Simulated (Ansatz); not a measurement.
Runs of Ansatz 0.2.0 on Ba2Tl5V3O12. Symmetry: C2, No. 5, monoclinic system. The conventional cell has a = 12.980 Å, b = 13.354 Å, c = 6.079 Å, α = 90.00°, β = 109.30°, γ = 90.00°. Ba (site symmetry 2) has 6 O at 2.58 to 2.76 Å as nearest neighbours. Around Ba (site symmetry 2) lie 8 O at 2.76 to 3.03 Å. V (site symmetry 1) is surrounded by 4 O at 1.72 to 1.75 Å. V (site symmetry 2) is surrounded by 4 O at 1.71 to 1.76 Å. Tl (site symmetry 1) is surrounded by 3 O at 2.57 to 2.74 Å. Tl (site symmetry 2) has 4 O at 2.66 to 2.69 Å as nearest neighbours. Tl (site symmetry 1) is surrounded by 3 O at 2.55 to 2.75 Å. O (site symmetry 1) is surrounded by 1 V at 1.75 Å. The cell was built by a generator and needn't be a form met in nature.

| task | level | U | gap on the mesh (eV) | pressure (GPa) | moment (μB) | largest force (eV/Å) |
| --- | --- | --- | --- | --- | --- | --- |
| band structure | revPBE | - | 3.00 | 1.7 | 0.00 | (a) |
| single point | PBE+U | V d U = 3 eV | 2.92 | (b) | 0.00 | 0.11 |
| single point | PBE+U | V d U = 6 eV | 2.94 | 0.5 | 0.00 | 0.25 |
| band structure | RPBE | - | 3.01 | 2.2 | 0.00 | 0.20 |
| single point | PBE | - | 2.91 | 0.0 | 0.00 | 0.01 |

Alike in all rows: potentials or basis all-electron LAPW, scalar-relativistic; spin collinear, ferromagnetic start; cell as given; k mesh 2 × 2 × 4; cutoff (eV) 482; smearing fermi-dirac 0.05 eV; basis error allowed 0.003 eV/atom.

Task: Fill in the values left out.

Result: (a) 0.14; (b) 0.2.

Caveats: spin-orbit coupling is left out, which as a rule narrows the gap of such compounds by several tenths of an eV; the starting moments weren't kept; the magnetic state may not be the lowest (some runs); U is the effective U less J, on atomic orbitals that reach past the spheres (some runs).

A k mesh can miss the band edges, and the runs leave out spin-orbit coupling on Ba, Tl.
